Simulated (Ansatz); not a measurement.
**ClH7OSi3: basis-set convergence**

The task here is to estimate one member of a computed series from the others.

Method: one geometry, several basis sets; program: Ansatz 0.2.0, Gaussian basis.

Levels to be run: PBE0-D4/def2-SVP; ωB97M-V/def2-SVP; PBE0-D4/def2-QZVPP; ωB97M-V/def2-QZVPP; the functionals' def2-TZVPP values are taken from earlier runs.

### The relaxed structure

All runs share one geometry, relaxed beforehand with PBE0-D4 in a triple-zeta def2 set.

12 atoms, charge 0, spin multiplicity 1.

Atoms are counted from 1 here; the program's logs count them from 0.

Bond lengths: O1–Si2 1.639 Å, O1–H6 0.959 Å, Si2–Cl3 2.069 Å, Si2–Si4 2.340 Å, Si2–H7 1.479 Å, Si4–Si5 2.339 Å, Si4–H8 1.490 Å, Si4–H9 1.492 Å, Si5–H10 1.487 Å, Si5–H11 1.488 Å, Si5–H12 1.486 Å. Angles: Si2–O1–H6 118.2°, O1–Si2–Cl3 110.6°, O1–Si2–Si4 114.3°, O1–Si2–H7 105.1°, Cl3–Si2–Si4 105.5°, Cl3–Si2–H7 107.2°, Si4–Si2–H7 114.0°, Si2–Si4–Si5 109.8°, Si2–Si4–H8 109.7°, Si2–Si4–H9 108.1°, Si5–Si4–H8 110.8°, Si5–Si4–H9 110.2°, H8–Si4–H9 108.2°, Si4–Si5–H10 110.6°, Si4–Si5–H11 109.5°, Si4–Si5–H12 109.7°, H10–Si5–H11 108.7°, H10–Si5–H12 109.2° and more.

Coordinates:

```mol
ClH7OSi3
  3D, bonds by distance, orders not assigned

 12 11  0  0  0  0  0  0  0  0999 V2000
   -3.0193   -0.1999    0.3556 O   0  0
   -1.4475   -0.1822    0.8200 Si  0  0
   -1.0214    1.5437    1.8791 Cl  0  0
    0.0813   -0.2228   -0.9511 Si  0  0
    2.2512    0.0780   -0.1317 Si  0  0
   -3.3131    0.4612   -0.2738 H   0  0
   -1.3100   -1.3174    1.7584 H   0  0
   -0.0323   -1.5155   -1.6843 H   0  0
   -0.2703    0.8799   -1.8919 H   0  0
    3.2499   -0.0876   -1.2215 H   0  0
    2.5261   -0.9314    0.9260 H   0  0
    2.3826    1.4389    0.4491 H   0  0
  1  2  8  0
  2  3  8  0
  2  4  8  0
  4  5  8  0
  1  6  8  0
  2  7  8  0
  4  8  8  0
  4  9  8  0
  5 10  8  0
  5 11  8  0
  5 12  8  0
M  END
```

Set-up of the first run:

Input file in.yaml:

```yaml
crystal:
  periodic: [false, false, false]
  atoms:
    - {symbol: O, position_ang: [-3.019343, -0.199857, 0.355553]}
    - {symbol: Si, position_ang: [-1.447499, -0.182199, 0.820023]}
    - {symbol: Cl, position_ang: [-1.021363, 1.543653, 1.879104]}
    - {symbol: Si, position_ang: [0.081328, -0.222848, -0.951088]}
    - {symbol: Si, position_ang: [2.251207, 0.077969, -0.131654]}
    - {symbol: H, position_ang: [-3.313131, 0.461187, -0.273771]}
    - {symbol: H, position_ang: [-1.309980, -1.317393, 1.758446]}
    - {symbol: H, position_ang: [-0.032313, -1.515519, -1.684279]}
    - {symbol: H, position_ang: [-0.270328, 0.879922, -1.891872]}
    - {symbol: H, position_ang: [3.249863, -0.087639, -1.221501]}
    - {symbol: H, position_ang: [2.526068, -0.931415, 0.926039]}
    - {symbol: H, position_ang: [2.382593, 1.438937, 0.449100]}
basis:
  gaussian: {orbitals: def2-SVP}
hamiltonian: {xc: pbe0, dispersion: d4}
output: {orbitals: {seedname: orbitals}}
```

On the command line:

```sh
$ ansatz run in.yaml --threads 4 --pin off --events-out ev --progress --plain --max-ram 10444MiB
```

Among the steps run: PBE0-D4 in def2-SVP; ωB97M-V in def2-SVP; PBE0-D4 in def2-QZVPP; ωB97M-V in def2-QZVPP.

One of the session's tables, all rows but one given; the rest of the session is left out.

It belongs to the step «Density functionals: the series». 

```
functional       basis  HOMO (eV)
   PBE0-D4    def2-SVP          ?
   PBE0-D4  def2-TZVPP      -7.86
   PBE0-D4  def2-QZVPP      -7.88
   ωB97M-V    def2-SVP      -9.79
   ωB97M-V  def2-TZVPP      -9.85
   ωB97M-V  def2-QZVPP      -9.88
```

Q: Estimate the row for PBE0-D4, def2-SVP from the others.

**Answer.** HOMO (eV): -7.82. In the column «HOMO (eV)» it is the highest.
